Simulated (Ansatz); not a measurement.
**TaRu: a tetragonal deformation path**

One table from this session's results is given with a row withheld; the runs are named, their logs left out.

Computed with Ansatz 0.2.0 (DFT r2SCAN, scalar-relativistic, plane waves, PAW, unless a step's input says otherwise).

**The starting structure**

It takes space group Pm-3m (No. 221, cubic). Conventional cell: a = 3.187 Å, b = 3.187 Å, c = 3.187 Å, α = 90.00°, β = 90.00°, γ = 90.00°. Around Ta (site symmetry m-3m) lie 8 Ru at 2.76 Å. Ru (site symmetry m-3m) is surrounded by 8 Ta at 2.76 Å.

As a file:

```
Ta Ru
1.0
     3.18700    0.00000    0.00000
     0.00000    3.18700    0.00000
     0.00000    0.00000    3.18700
Ta Ru
1 1
Direct
  0.50000 0.50000 0.50000
  0.00000 0.00000 0.00000
```

No relaxation comes first: the listed cell is the starting point.

Set-up of the first run:

At fixed volume and fractional coordinates, lengths along (0.000, 0.000, 1.000) are scaled against those across it; ρ is that ratio over its starting value.

Contents of input.yaml:

```yaml
crystal:
  lattice:
    - [3.5774666364, 0.0, 0.0]
    - [0.0, 3.5774666364, 0.0]
    - [0.0, 0.0, 2.529268912]
  atoms:
    - { symbol: Ta, position: [0.5, 0.5, 0.5] }
    - { symbol: Ru, position: [0.0, 0.0, 0.0] }
basis:
  ecutwfc: 500
kpoints:
  mp_grid: { grid: [16, 16, 16] }
hamiltonian:
  xc: r2scan
scf:
  occupations: { method: gaussian, width: 0.15 }
output:
  forces: true
  stress: true
  eigenvalues: true
```

Launch:

```sh
ansatz run input.yaml --threads 1 --pin off --max-ram 2560MiB --backend cpu --events-out ev --progress --plain --runs-dir out
```

Among the steps run: ρ = 0.707; ρ = 1.414; ρ = 0.850; At ρ = 1.200.

One table of the session follows, with a row left open; its other results are not shown here.

It belongs to the step «The scan collected». Collected from the runs (energy zero: the undisturbed cell):

```
    ρ  ΔE (meV/atom)  pressure (GPa)
0.707          589.3             5.0
0.850              ?               ?
1.000            0.0            -7.6
1.200           -3.9            -6.9
1.414          195.6            -7.2
```

Estimate the missing values for ρ = 0.850.

Worked estimate for «ΔE (meV/atom)». A straight line through the neighbours (0.707, 589.3) and (1.000, 0.0) gives 589.3 + (0.0 − 589.3) × (0.850 − 0.707) / (1.000 − 0.707) = 301.7; a parabola fitted to 3 rows on both sides gives 215.0.

**Answer.** ΔE (meV/atom): 73.0; pressure (GPa): -6.0. In «ΔE (meV/atom)» the line misses by +228.7 and the parabola by +142.0.
